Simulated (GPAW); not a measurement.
# SbCl2 (SMILES [Cl][Sb][Cl]) at URPBE-D4/real-space grid (scalar-relativistic datasets)

Wanted: a geometry optimisation of SbCl2. Input form: an ASE script.

Program for the calculation: GPAW 26.7.0.

2 further runs of the same task are left out: 2 set aside as unsound or not needed. Runs told in other sessions of the task aren't counted.

## 1. Starting point

The species is SbCl2 (3 atoms), meant as a doublet with charge 0. As SMILES, `[Cl][Sb][Cl]`. The shape is that of a PBE0-D4/def2-TZVP optimisation. The run starts from this shape.

Bond lengths: Cl1–Sb2 2.337 Å, Sb2–Cl3 2.337 Å. Angles: Cl1–Sb2–Cl3 98.6°.

## 2. A geometry optimisation at URPBE-D4/real-space grid (scalar-relativistic datasets)

molecule_relax.py

```python
from ase import Atoms
from ase.calculators.mixing import SumCalculator
from ase.io import write
from ase.optimize import QuasiNewton
from dftd4.ase import DFTD4
from gpaw import GPAW

# Set up the molecule
mol = Atoms(['Cl', 'Sb', 'Cl'],
    positions=[[  1.049100,   1.312300,   0.708100],
               [ -0.817500,   0.443300,  -0.396700],
               [ -0.242500,  -1.820400,  -0.324700]])
mol.center(vacuum=5.0)
mol.set_initial_magnetic_moments([1.0, 0.0, 0.0])

# Calculator
calc = GPAW(mode='fd',
            h=0.18,
            xc='RPBE',
            occupations={'name': 'marzari-vanderbilt', 'width': 0.2, 'fixmagmom': True},
            maxiter=60,
            symmetry='off',
            txt='-')
mol.calc = SumCalculator([DFTD4(method='RPBE'), calc])

opt = QuasiNewton(mol, trajectory='molecule.traj')
converged = opt.run(fmax=0.03, steps=60)
print('Converged:', converged)
print(f'Final energy            {mol.get_potential_energy():.5f} eV')
print(f'r(Cl2-Sb1)              {mol.get_distance(2, 1):.4f} Ang')
print(f'r(Sb1-Cl0)              {mol.get_distance(1, 0):.4f} Ang')
write('relaxed.xyz', mol)
```

On the command line:

```bash
$ python3 molecule_relax.py
```

Log:

```text
[...]
Number of symmetries: 1
[...]
  Number of IBZ points: 1
[...]
Spin-components: 2 (collinear spins)
Bands:           17
[...]
  Valence electrons: 29.0
[...]
  Grid points: [64 72 60]
  Charge: 0.0  # |e|
[...]
    cutoffs:
[...]
occupation numbers:
  Fixed magnetic moment: 1.000
[...]
xc functional:
  name: RPBE with 2 nearest neighbor stencil
[...]
|iter     |     time |      energy | eigst |  dens |  magmom |
[...]
|iter:   1| 00:00:09 |   -8.867665 | +0.68 |       |  +1.0010|
[...]
Converged in 15 steps
[...]
dipole moment: (-0.398096, 0.225528, -0.193129)  # |e|*Ang
Total magnetic moment: (0.000000, 0.000000, 1.000000)
[...]
Converged in 13 steps
[...]
Converged in 11 steps
[...]
Converged in 8 steps
[...]
Converged in 9 steps
[...]
|iter:   9| 00:05:05 |   -8.947096c| -7.60c| -5.62c|  +1.0000|
Converged in 9 steps
[...]
Energy contributions relative to reference atoms: (reference = -201408.456735)
Energy contributions:
  Kinetic:           6.134418
  Coulomb:          -7.879637
  Zero:              0.483111
  External:          0.000000
  Xc:               -7.684988
  Entropy:          -0.000000
  Spinorbit:         0.000000
  ----------------------------
  Free energy:      -8.947096
  Extrapolated:     -8.947096
[...]
Total magnetic moment: (0.000000, 0.000000, 1.000000)
Local magnetic moments
|        x |        y |        z |
|----------|----------|----------|
| 0.000000 | 0.000000 | 0.029600 |  # Cl   0
| 0.000000 | 0.000000 | 0.329283 |  # Sb   1
| 0.000000 | 0.000000 | 0.029507 |  # Cl   2
Fermi levels: -3.857, -5.188
Eigenvalues  # (at kpt = [0.000, 0.000, 0.000])
| band index |      eig [eV] | occ [0-1] |      eig [eV] | occ [0-1] |
|------------|---------------|-----------|---------------|-----------|
|          0 |       -34.745 |     1.000 |       -34.731 |     1.000 |
|        ... |               |           |               |           |
|          7 |       -14.135 |     1.000 |       -13.650 |     1.000 |
|          8 |        -9.805 |     1.000 |        -9.735 |     1.000 |
|          9 |        -8.931 |     1.000 |        -8.795 |     1.000 |
|         10 |        -8.611 |     1.000 |        -8.325 |     1.000 |
|         11 |        -7.978 |     1.000 |        -7.841 |     1.000 |
|         12 |        -7.827 |     1.000 |        -7.719 |     1.000 |
|         13 |        -7.733 |     1.000 |        -7.714 |     1.000 |
|         14 |        -5.288 |     1.000 |        -4.063 |     0.000 |
|         15 |        -2.722 |     0.000 |        -2.449 |     0.000 |
|         16 |        -2.706 |     0.000 |        -2.423 |     0.000 |
Gap: 1.341 eV
Transition (v -> c):
[...]
Forces  # eV/Ang
|        x |        y |        z |
|----------|----------|----------|
|  0.04671 |  0.06965 |  0.03520 |  # Cl   0
| -0.01106 |  0.01661 | -0.01010 |  # Sb   1
| -0.00712 | -0.04665 | -0.01451 |  # Cl   2
Force computation time: 0.189  # s
BFGSLineSearch:    4[  5] hh:mm:ss       -9.259677       0.0228
Converged: True
Final energy            -9.25968 eV
r(Cl2-Sb1)              2.3730 Ang
r(Sb1-Cl0)              2.3714 Ang
```

It took 5.1 min on 1 thread of Intel Xeon Platinum 8223CL at 3.00GHz (Skylake/Cascade Lake), shared host; peak memory 1 GiB.

Steps, from the record of the run:

```csv
step,energy from the first frame kept (eV),largest force (eV/Å)
0,0.0000,0.6466
1,-0.0159,0.0411
2,-0.0161,0.0353
3,-0.0165,0.0561
4,-0.0167,0.0228
```

After the run. Bond lengths: Cl1–Sb2 2.371 Å, Sb2–Cl3 2.373 Å. Angles: Cl1–Sb2–Cl3 98.7°.

## 3. Outcome

Level: URPBE-D4/real-space grid (scalar-relativistic datasets).

| quantity | value |
| --- | --- |
| energy as printed (from the program's reference atoms) | -9.2597 eV |
| dipole moment | 2.59 D |
| HOMO energy (highest over α and β) | -5.29 eV |
| LUMO energy (lowest over α and β) | -4.06 eV |
| dispersion energy | -30.16 kJ/mol |

At the final geometry: Bond lengths: Cl1–Sb2 2.371 Å, Sb2–Cl3 2.373 Å. Angles: Cl1–Sb2–Cl3 98.7°. The optimisation took 4 steps and changed the energy by -0.017 eV.
